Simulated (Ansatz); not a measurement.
# CH₆GaNS: small, medium and large basis sets

An exercise on one series of results from a longer session: the logs are not shown, and one member is left open.

Program: Ansatz 0.2.0, Gaussian basis. Level of theory: one geometry, several basis sets. These are calculated values, not measurements.

The runs, in order: PBE0-D4/def2-SVP; ωB97M-V/def2-SVP; PBE0-D4/def2-QZVPP; ωB97M-V/def2-QZVPP; the functionals' def2-TZVPP values are taken from earlier runs.

## The geometry

An earlier PBE0-D4 in a triple-zeta def2 set relaxation fixed the geometry.

SMILES `[NH2][GaH][CH2]S`, 10 atoms, charge 0, spin multiplicity 1.

Atoms are counted from 1 here; the program's logs count them from 0.

Bond lengths: N1–Ga2 1.814 Å, N1–H5 1.006 Å, N1–H6 1.006 Å, Ga2–C3 1.970 Å, Ga2–H7 1.563 Å, C3–S4 1.822 Å, C3–H8 1.091 Å, C3–H9 1.089 Å, S4–H10 1.344 Å. Angles: Ga2–N1–H5 124.2°, Ga2–N1–H6 123.6°, H5–N1–H6 111.7°, N1–Ga2–C3 118.8°, N1–Ga2–H7 118.6°, C3–Ga2–H7 122.4°, Ga2–C3–S4 104.3°, Ga2–C3–H8 110.7°, Ga2–C3–H9 117.2°, S4–C3–H8 105.1°, S4–C3–H9 110.6°, H8–C3–H9 108.2°, C3–S4–H10 97.9°.

Geometry (Å):

```xyz
10
CH6GaNS
N    -1.7617    1.0152   -0.4382
Ga   -0.0965    0.7437    0.2278
C     0.5180   -1.1042    0.5251
S     1.8106   -1.3573   -0.7339
H    -2.4098    0.2783   -0.6574
H    -2.1015    1.9122   -0.7400
H     0.8319    1.9817    0.4477
H    -0.2681   -1.8177    0.2721
H     0.8952   -1.3501    1.5170
H     2.5819   -0.3020   -0.4203
```

Set-up of the first run:

The input, in.yaml:

```yaml
crystal:
  periodic: [false, false, false]
  atoms:
    - {symbol: N, position_ang: [-1.761657, 1.015248, -0.438163]}
    - {symbol: Ga, position_ang: [-0.096496, 0.743727, 0.227798]}
    - {symbol: C, position_ang: [0.518010, -1.104196, 0.525078]}
    - {symbol: S, position_ang: [1.810606, -1.357320, -0.733878]}
    - {symbol: H, position_ang: [-2.409800, 0.278341, -0.657423]}
    - {symbol: H, position_ang: [-2.101520, 1.912231, -0.739995]}
    - {symbol: H, position_ang: [0.831860, 1.981740, 0.447745]}
    - {symbol: H, position_ang: [-0.268071, -1.817665, 0.272146]}
    - {symbol: H, position_ang: [0.895169, -1.350079, 1.516980]}
    - {symbol: H, position_ang: [2.581899, -0.302017, -0.420288]}
basis:
  gaussian: {orbitals: def2-SVP}
hamiltonian: {xc: pbe0, dispersion: d4}
output: {orbitals: {seedname: orbitals}}
```

The run is started by

```
$ ansatz run in.yaml --threads 4 --pin off --events-out ev --progress --plain --max-ram 10444MiB
```

Steps of the session up to this table: PBE0-D4 in def2-SVP; ωB97M-V in def2-SVP; PBE0-D4 in def2-QZVPP; ωB97M-V in def2-QZVPP.

One of the session's tables, all rows but one given; the rest of the session is left out.

It belongs to the step «Functionals by basis». 

| functional | basis | HOMO (eV) |
| --- | --- | --- |
| PBE0-D4 | def2-SVP | -6.40 |
| PBE0-D4 | def2-TZVPP | -6.55 |
| PBE0-D4 | def2-QZVPP | -6.59 |
| ωB97M-V | def2-SVP | -8.56 |
| ωB97M-V | def2-TZVPP | -8.73 |
| ωB97M-V | def2-QZVPP | ? |

Estimate the missing values for ωB97M-V, def2-QZVPP.

The run gave: HOMO (eV): -8.78. In the column «HOMO (eV)» it is the lowest.
